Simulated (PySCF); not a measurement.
# InFCl: doublet, from a bent start

The task is one start of a wider search on InFCl: the doublet, from a bent start. It is relaxed, tested by its Hessian and followed downhill if it is a saddle.

Computed with PySCF 2.14.0. Level: PBE0, basis In def2-TZVP with ECP28, F def2-TZVP, Cl def2-TZVP, scalar-relativistic core potentials, no spin–orbit coupling, density fitting.

**1. The starting structure**

3 atoms, charge 0, spin multiplicity 2.

Bond lengths: In1–F2 2.060 Å, In1–Cl3 2.410 Å. Angles: F2–In1–Cl3 110.0°.

```xyz
3
charge 0 multiplicity 2
In    0.0000    0.0000    0.0000
F    -1.6875    0.0000    1.1816
Cl    1.9742    0.0000    1.3823
```

**2. First SCF at the start**

One driver script runs all steps and calls PySCF; scf.py shows how it sets up the SCF of each step. The optimiser is the driver's own. After this first run the driver tries any further starts and a stability analysis.

File scf.py:

```python
from pyscf import gto, scf, dft
mol = gto.M(atom='''
In     0.000000     0.000000     0.000000
F     -1.687500     0.000000     1.181600
Cl     1.974200     0.000000     1.382300''',
    basis={'In': 'def2-TZVP', 'F': 'def2-TZVP', 'Cl': 'def2-TZVP'},
    ecp={'In': 'def2-TZVP'},
    charge=0, spin=1)
mf = dft.UKS(mol, xc='PBE0')
mf.grids.atom_grid = (50, 194)
aux = {'In': 'def2-universal-JKFIT', 'F': 'def2-universal-JKFIT', 'Cl': 'def2-universal-JKFIT'}
mf = mf.density_fit(auxbasis=aux)
mf.conv_tol = 1e-08
mf.diis_space = 10
mf.max_cycle = 60
mf.init_guess = 'minao'
mf.verbose = 4
mf.kernel()
```

Launch:

```
$ OMP_NUM_THREADS=4 python axn.py task.json out
```

Output:

```text
init E= -717.256901027199
[... the frontier-level lines of each cycle are left out ...]
cycle= 1 E= -749.135337868528  delta_E= -31.9  |g|= 1.44  |ddm|= 31.5
cycle= 2 E= -747.885311198619  delta_E= 1.25  |g|= 2.47  |ddm|= 6.11
cycle= 3 E= -749.942439901077  delta_E= -2.06  |g|= 0.527  |ddm|= 2.53
cycle= 4 E= -750.002144244447  delta_E= -0.0597  |g|= 0.37  |ddm|= 0.837
cycle= 5 E= -750.048733797582  delta_E= -0.0466  |g|= 0.0278  |ddm|= 0.315
cycle= 6 E= -750.049350993461  delta_E= -0.000617  |g|= 0.0188  |ddm|= 0.0658
cycle= 7 E= -750.049621589934  delta_E= -0.000271  |g|= 0.00557  |ddm|= 0.0355
cycle= 8 E= -750.049673214604  delta_E= -5.16e-05  |g|= 0.00281  |ddm|= 0.0196
cycle= 9 E= -750.049684813767  delta_E= -1.16e-05  |g|= 0.00112  |ddm|= 0.0106
cycle= 10 E= -750.049686274954  delta_E= -1.46e-06  |g|= 0.000364  |ddm|= 0.00317
cycle= 11 E= -750.049686411347  delta_E= -1.36e-07  |g|= 0.000144  |ddm|= 0.000952
cycle= 12 E= -750.049686427011  delta_E= -1.57e-08  |g|= 2.71e-05  |ddm|= 0.000267
cycle= 13 E= -750.049686427646  delta_E= -6.35e-10  |g|= 1.53e-05  |ddm|= 5.76e-05
Extra cycle  E= -750.04968642769  delta_E= -4.41e-11  |g|= 1.83e-05  |ddm|= 2.53e-05
converged SCF energy = -750.04968642769  <S^2> = 0.75481296  2S+1 = 2.0048072
```

This step, with its further starts and checks, took 6.1 s on 4 threads of Arm Neoverse V2, shared host.

The test of internal stability found no lower solution of this spin.

**3. Bent start, doublet: relaxation**

The program finds Cs symmetry in the start, which this walk keeps.

scf.py, as its differences from that of step 2:

```diff
@@ -3,3 +3,3 @@
-In     0.000000     0.000000     0.000000
-F     -1.687500     0.000000     1.181600
-Cl     1.974200     0.000000     1.382300''',
+In    -0.218958     0.000000    -0.419171
+F     -1.906458     0.000000     0.762429
+Cl     1.755242     0.000000     0.963129''',
@@ -16 +15,0 @@
-mf.init_guess = 'minao'
```

The optimiser's trace:

```csv
step,energy (Eh),change (kJ/mol),largest symmetric gradient (Eh/bohr)
0,-750.049686,0.00,0.02762
1,-750.053888,-11.03,0.00644
2,-750.054135,-11.68,0.00183
3,-750.054177,-11.79,0.00054
4,-750.054183,-11.81,0.00035
5,-750.054183,-11.81,0.00006
```

The walk took 10 s.

End point (Cs, 5 steps, 11.8 kJ/mol gained): In–Cl 2.351 Å, In–F 1.959 Å; Cl–In–F 118.7°.

**4. Vibrations and properties at this point**

On the finer grid the gradient is checked again; gradients at displacements of ±0.02 bohr then give force constants and infrared intensities.

scf.py, as its differences from that of step 3:

```diff
@@ -3,3 +3,3 @@
-In    -0.218958     0.000000    -0.419171
-F     -1.906458     0.000000     0.762429
-Cl     1.755242     0.000000     0.963129''',
+In    -0.227700     0.000000    -0.369256
+F     -1.911096     0.000000     0.630492
+Cl     1.781424     0.000000     0.851981''',
@@ -10 +10 @@
-mf.grids.atom_grid = (50, 194)
+mf.grids.atom_grid = (75, 302)
@@ -13 +13 @@
-mf.conv_tol = 1e-08
+mf.conv_tol = 1e-10
```

This SCF starts from the last density.

Log of the central SCF (cycles and frontier levels):

```text
init E= -750.054378411346
[... the frontier-level lines of each cycle are left out ...]
cycle= 1 E= -750.054378411346  delta_E= 9.09e-13  |g|= 2.86e-06  |ddm|= 6.42e-06
Extra cycle  E= -750.05437841134  delta_E= 5.68e-12  |g|= 3.94e-06  |ddm|= 9.12e-06
converged SCF energy = -750.05437841134  <S^2> = 0.75383192  2S+1 = 2.0038283
```

The whole step took 46 s.

Geometry: Cs; In–Cl 2.351 Å, In–F 1.958 Å; Cl–In–F 118.0°.

Modes, for the most abundant isotopes:

```
symmetry  ω (cm⁻¹)  IR (km/mol)  μ (u)
      a'       104         12.4  25.56
      a'       336         40.9  41.08
      a'       563         88.1  21.65
```

All wavenumbers are real: a minimum.

Properties at this point:

```yaml
Dipole_moment: 2.90 D
Highest_occupied_level: -7.37 eV
Lowest_empty_level: -4.55 eV
Rotational_constants: 0.4447, 0.08557, 0.07176 cm⁻¹
Zero-point_energy: 6.0 kJ/mol
Principal_polarisabilities: 39.9, 42.5, 66.1 bohr³
Atomisation_energy_without_zero-point_energy: 700 kJ/mol
Principal_traceless_quadrupole_moments_about_the_centre_of_mass: -11.02, 3.35, 7.67 D Å
Entropy_at_298.15_K_and_1_bar_electronic_part_spin_only: 308.4 J/(mol K)
Heat_capacity_Cp_at_298.15_K: 52.8 J/(mol K)
Enthalpy_at_298.15_K_above_0_K: 13.29 kJ/mol
Rotational_symmetry_number: 1
Spin_squared_⟨S²⟩: 0.754
```

Populations by atom (charges in e):

| atom | Mulliken | Löwdin | polar tensor | spin (Mulliken) | Mayer order to In1 |
| --- | --- | --- | --- | --- | --- |
| In1 | 0.81 | 0.20 | 1.14 | 0.71 | – |
| F2 | -0.46 | -0.26 | -0.63 | 0.10 | 0.84 |
| Cl3 | -0.35 | 0.06 | -0.51 | 0.18 | 1.00 |

Outer orbital energies (eV). α occupied: -21.64, -12.77, -11.07, -10.69, -10.57, -9.32, -9.27, -7.37; empty: -2.09, -0.43, 0.06, 1.90. β occupied: -22.10, -21.42, -12.16, -10.59, -10.55, -10.18, -9.23, -9.15; empty: -4.55, -1.45, 0.03, 0.54.

Mulliken populations on In1 (outside its core potential): s 3.30, p 6.68, d 10.14, f 0.07.

**5. Summary of results**

| quantity | value |
| --- | --- |
| minimum | doublet, Cs |
| geometry | In–Cl 2.351 Å, In–F 1.958 Å; Cl–In–F 118.0° |
| wavenumbers (cm⁻¹) | 104 (a'), 336 (a'), 563 (a') |
| dipole moment | 2.90 D |
| highest occupied, lowest empty level (either spin) | -7.37, -4.55 eV |
| polar-tensor charge of In1 | +1.14 e |
| zero-point energy | 6.0 kJ/mol |
| entropy at 298.15 K | 308.4 J/(mol K) |
| atomisation energy (no zero-point energy) | 700 kJ/mol |
| ⟨S²⟩ | 0.754 |

The molecule stays Cs, as typed, and the end point is a minimum. The strongest infrared band lies at 563 cm⁻¹ (a', stretch). Most of the spin sits on In1 (Mulliken spin 0.71, against 1 for the whole molecule). Only this shape and spin were tried, so other structures or states may lie lower. Spin–orbit coupling, left out here, can matter for elements this heavy.

The search up to here took 63 s.
